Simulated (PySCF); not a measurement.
# CH3Pb (Pb(CH3)+): the cost of one run

Method: B3LYP, Pb def2-SVP with ECP60, C def2-SVP, H def2-SVP; scalar-relativistic core potentials, no spin–orbit coupling; program: PySCF 2.14.0.

1 further run of the same task is left out (for a known fault of the program).

### 1 The system as given

5 atoms, charge 1, spin multiplicity 1.

Bond lengths: Pb1–C2 2.422 Å, C2–H3 1.090 Å, C2–H4 1.090 Å, C2–H5 1.090 Å. Angles: Pb1–C2–H3 109.5°, Pb1–C2–H4 109.5°, Pb1–C2–H5 109.5°, H3–C2–H4 109.5°, H3–C2–H5 109.5°, H4–C2–H5 109.5°.

As a file:

```xyz
5
CH3Pb
Pb    0.0000    0.0000    0.0000
C     0.0000    0.0000    2.4225
H    -1.0277    0.0000    2.7858
H     0.5138   -0.8900    2.7858
H     0.5138    0.8900    2.7858
```

Formal oxidation states: Pb +2.

### 2 SCF at the start, singlet

Contents of run.py (the lines that set the calculation):

```python
mol = gto.M(atom='''
Pb     0.00000     0.00000     0.00000
C      0.00000     0.00000     2.42250
H     -1.02770     0.00000     2.78580
H      0.51380    -0.89000     2.78580
H      0.51380     0.89000     2.78580''',
    basis={'Pb': 'def2-SVP', 'C': 'def2-SVP', 'H': 'def2-SVP'},
    ecp={'Pb': 'def2-SVP'},
    charge=1, spin=0)
mf = dft.RKS(mol, xc='B3LYP')
mf.grids.atom_grid = (50, 194)
mf = mf.density_fit()  # fitting sets: Pb def2-universal-JKFIT, C def2-universal-JKFIT, H def2-universal-JKFIT
mf.conv_tol = 1e-08; mf.max_cycle = 55
mf.kernel(dm0)  # dm0: free metal ions and neutral atoms
```

Command:

```sh
$ OMP_NUM_THREADS=2 python run.py
```

Q: Estimate wall time and peak memory on 2 threads of Intel Xeon Platinum 8488C (Sapphire Rapids), shared host.

About 1.1 s, with a peak of 0.31 GiB.
